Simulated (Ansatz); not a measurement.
# MoCl4F2: small, medium and large basis sets

An exercise on one series of results from a longer session: the logs are not shown, and one member is left open.

Computed with Ansatz 0.2.0, Gaussian basis. Level: one geometry, several basis sets.

Plan: PBE0-D4/def2-SVP; ωB97M-V/def2-SVP; PBE0-D4/def2-QZVPP; ωB97M-V/def2-QZVPP; the functionals' def2-TZVPP values are taken from earlier runs.

### The relaxed structure

An earlier PBE0-D4 in a triple-zeta def2 set relaxation fixed the geometry. Mo takes the def2 core potential; no spin-orbit term is included.

SMILES `[F][Mo]([F])([Cl])([Cl])([Cl])[Cl]`, 7 atoms, charge 0, spin multiplicity 1.

Atoms are counted from 1 here; the program's logs count them from 0.

Bond lengths: F1–Mo2 1.842 Å, Mo2–F3 1.842 Å, Mo2–Cl4 2.268 Å, Mo2–Cl5 2.257 Å, Mo2–Cl6 2.268 Å, Mo2–Cl7 2.257 Å. Angles: F1–Mo2–F3 87.6°, F1–Mo2–Cl4 88.3°, F1–Mo2–Cl5 89.9°, F1–Mo2–Cl6 88.3°, F1–Mo2–Cl7 177.5°, F3–Mo2–Cl4 88.3°, F3–Mo2–Cl5 177.5°, F3–Mo2–Cl6 88.3°, F3–Mo2–Cl7 89.9°, Cl4–Mo2–Cl5 91.7°, Cl4–Mo2–Cl6 175.2°, Cl4–Mo2–Cl7 91.7°, Cl5–Mo2–Cl6 91.7°, Cl5–Mo2–Cl7 92.7°, Cl6–Mo2–Cl7 91.7°.

The first run:

in.yaml reads:

```yaml
crystal:
  periodic: [false, false, false]
  atoms:
    - {symbol: F, position_ang: [-1.342137, -0.324655, -1.260549]}
    - {symbol: Mo, position_ang: [-0.029345, -0.010025, -0.006996]}
    - {symbol: F, position_ang: [-1.376299, 0.283988, 1.214922]}
    - {symbol: Cl, position_ang: [-0.113716, -2.211462, 0.533108]}
    - {symbol: Cl, position_ang: [1.550763, -0.387664, -1.573512]}
    - {symbol: Cl, position_ang: [-0.135000, 2.189941, -0.549343]}
    - {symbol: Cl, position_ang: [1.507032, 0.391775, 1.596571]}
basis:
  gaussian: {orbitals: def2-SVP}
hamiltonian: {xc: pbe0, dispersion: d4}
output: {orbitals: {seedname: orbitals}}
```

Launch:

```bash
$ ansatz run in.yaml --threads 4 --pin off --events-out ev --progress --plain --max-ram 11315MiB
```

Steps of the session up to this table: PBE0-D4 in def2-SVP; ωB97M-V in def2-SVP; PBE0-D4 in def2-QZVPP; ωB97M-V in def2-QZVPP.

One of the session's tables, all rows but one given; the rest of the session is left out.

It belongs to the step «Density functionals: the series». 

```
functional       basis  HOMO (eV)  LUMO (eV)
   PBE0-D4    def2-SVP      -9.63      -5.91
   PBE0-D4  def2-TZVPP      -9.54      -5.79
   PBE0-D4  def2-QZVPP      -9.53      -5.76
   ωB97M-V    def2-SVP     -11.76      -4.03
   ωB97M-V  def2-TZVPP     -11.70      -3.95
   ωB97M-V  def2-QZVPP          ?          ?
```

Estimate the missing values for ωB97M-V, def2-QZVPP.

As computed: HOMO (eV): -11.70; LUMO (eV): -3.93.
